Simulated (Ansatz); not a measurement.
## HgTe, space group I-4m2: a scan of one input key, step by step

Program: the Python package of Ansatz (0.2.0).

Run as a notebook:

```python
import ansatz
from ase import Atoms
import pandas as pd
```

```python
XC = "lda"
MESH = (7, 7, 7)
SMEARING = "cold"
```

```python
atoms = Atoms(
    ["Hg", "Te"],
    scaled_positions=[
        (0.25, 0.75, 0.5),
        (0.0, 0.0, 0.0),
    ],
    cell=[
        (-3.045603, 3.045603, 1.55941),
        (3.045603, -3.045603, 1.55941),
        (3.045603, 3.045603, -1.55941),
    ],
    pbc=True,
)
xtal = ansatz.Crystal.from_ase(atoms)
```

```python
xtal.resolved().tree()["lattice"]
```

    ((-3.045603, 3.045603, 1.55941), (3.045603, -3.045603, 1.55941), (3.045603, 3.045603, -1.55941))

```python
job = (
    xtal.calculation()
    .functional(XC)
    .kpoints(*MESH)
    .occupations(SMEARING)
    .band_table()
)
typed = job.input()
rows = []
for value in [0.0001, 1e-06, 1e-08]:
    edited = typed.set(ansatz.key.scf.convergence.dr2_threshold, value)
    summary = ansatz.Session.from_dict(edited).plan().execute().report
    rows.append((value, summary["free_energy_ev"], summary["n_iterations"], len(summary["eigenvalues_ev"][0]) if "eigenvalues_ev" in summary else 0))
print(pd.DataFrame(rows, columns=["threshold eV", "F eV", "iterations", "bands listed"]).round(4).to_string(index=False))
print(edited.to_yaml())
```

    DeckWarning: basis.ecutwfc = 420 eV, auto-derived from the records' recommended cutoffs: set by Hg (normal level)
     threshold eV        F eV  iterations  bands listed
           0.0001 -20349.5747           4            22
           0.0000 -20349.5748           5            22
           0.0000 -20349.5748           7            22
    crystal:
      lattice:
        - [-3.045603, 3.045603, 1.55941]
        - [3.045603, -3.045603, 1.55941]
        - [3.045603, 3.045603, -1.55941]
      atoms:
        - { symbol: Hg, position: [0.25, 0.75, 0.5] }
        - { symbol: Te, position: [0.0, 0.0, 0.0] }
    kpoints:
      mp_grid:
        grid: [7, 7, 7]
    hamiltonian:
      xc: lda
    scf:
      occupations:
        method: cold
      convergence:
        dr2_threshold: 1.0e-08
    output:
      eigenvalues: true

Caveats:
- Total energies depend on the potentials; only differences at equal settings carry meaning. A total without «per atom» is that of the cell as typed.
- For a metal this k-point mesh is coarse: on a finer one energies can move by several to tens of meV an atom and pressures by half a GPa or more, differences at one mesh by less.
- Spin-orbit coupling, which matters for elements this heavy, is left out.
- The structure comes from a database of computed cells and needn't be a stable or known phase.
- Warnings are shown shortened and without file and line.
- The whole script took 12 s on 1 thread of Arm Neoverse V2, with other jobs on the host, peak memory 0.47 GiB.

(Lines on the test bed's own set-up are left out of the output.)
